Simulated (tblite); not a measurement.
# CH11ClSi4: the cost of one run

Programs: tblite 0.8.0 and PySCF 2.14.0, with density-fitted response routines of our own. Each step states its level of theory. These are calculated values for one molecule in the gas phase, unless marked as measured. Atoms count from 0, in the outputs and in this text.

## 1. The molecule as given

17 atoms, charge 0, multiplicity 1; geometry from: force field or distance geometry start.

Bonds of the start (Å): C0–Si1 1.88, Si1–Si2 2.22, Si1–Si3 2.23, Si1–Si4 2.25, Si4–Cl5 2.09, C0–H6 1.11, C0–H7 1.10, C0–H8 1.12, Si2–H9 1.48, Si2–H10 1.47, Si2–H11 1.48, Si3–H12 1.50, Si3–H13 1.47, Si3–H14 1.48, Si4–H15 1.48, Si4–H16 1.48.

## 2. Relaxing the molecule with GFN2-xTB

The job: settings as JSON, then the geometry in Å.

```
{"job": {"kind": "relax", "xc": "GFN2-xTB", "basis": "xTB"}, "charge": 0, "multiplicity": 1}
C     -0.799900    -1.427400    -1.146400
Si    -0.018600    -0.085900    -0.094700
Si     1.188900     1.342200    -1.286600
Si     1.363900    -0.947700     1.431700
Si    -1.751300     0.896400     0.952000
Cl    -2.011600     2.865500     0.306100
H     -1.027200    -2.267600    -0.454800
H     -0.142100    -1.729600    -1.976300
H     -1.787700    -1.035400    -1.506700
H      2.588800     0.877600    -1.203600
H      1.186500     2.701400    -0.728100
H      0.835900     1.320900    -2.721800
H      0.871100    -0.762700     2.831200
H      2.701000    -0.377100     1.248200
H      1.432700    -2.413400     1.255400
H     -3.025400     0.200700     0.664500
H     -1.611900     0.854000     2.420100
```

Launch:

```
$ OMP_NUM_THREADS=1 python probes_run.py task.json out
```

One launch serves the whole session: the jobs run in the order shown.

Q: Estimate the wall time of this first job on 1 thread of Arm Neoverse V2, shared host.

About 1.4 s.
